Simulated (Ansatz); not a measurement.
# SrMn2: the cost of one run

Computed with Ansatz 0.2.0 (DFT PBE, scalar-relativistic, plane waves, PAW, unless a step's input says otherwise).

## 1. The system as given

Symmetry: Fm-3m, No. 225, cubic system. Conventional cell: a = 6.123 Å, b = 6.123 Å, c = 6.123 Å, α = 90.00°, β = 90.00°, γ = 90.00°. Sr (site symmetry m-3m) is surrounded by 8 Mn at 2.65 Å. Mn (site symmetry -43m) has 4 Sr at 2.65 Å as nearest neighbours.

Structure file:

```
Sr Mn
1.0
     0.00000    3.06170    3.06170
     3.06170    0.00000    3.06170
     3.06170    3.06170    0.00000
Sr Mn
1 2
Direct
  0.00000 0.00000 0.00000
  0.25000 0.25000 0.25000
  0.75000 0.75000 0.75000
```

This is candidate A: fluorite type (Fm-3m, No. 225).

(A quick probe on a coarse mesh, which set the mesh and smearing, is not shown.)

## 3. Coarse relaxation (candidate A)

input.yaml

```yaml
crystal:
  lattice:
    - [0.0, 3.0616986226, 3.0616986226]
    - [3.0616986226, 0.0, 3.0616986226]
    - [3.0616986226, 3.0616986226, 0.0]
  atoms:
    - { symbol: Sr, position: [0.0, 0.0, 0.0] }
    - { symbol: Mn, position: [0.25, 0.25, 0.25], spin: 3.53 }
    - { symbol: Mn, position: [0.75, 0.75, 0.75], spin: 3.53 }
basis:
  ecutwfc: 420
kpoints:
  mp_grid: { grid: [6, 6, 6] }
hamiltonian:
  xc: pbe
scf:
  occupations: { method: gaussian, width: 0.1 }
  lower_state_search: "off"
output:
  forces: true
  stress: true
  eigenvalues: true
  populations: true
magnetization:
  spin_polarized: true
relax:
  adjacent_minimum: "off"
  f_tol: 0.04
  max_steps: 70
  cell: { stress_tol: 0.4 }
```

Launch:

```console
$ ansatz run input.yaml --threads 1 --pin off --max-ram 2560MiB --backend cpu --events-out ev --progress --plain --runs-dir out
```

What time and memory should one allow on 1 thread of Intel Xeon Platinum 8375C at 2.90GHz (Ice Lake), shared host?

About 35 s, with a peak of 0.45 GiB.
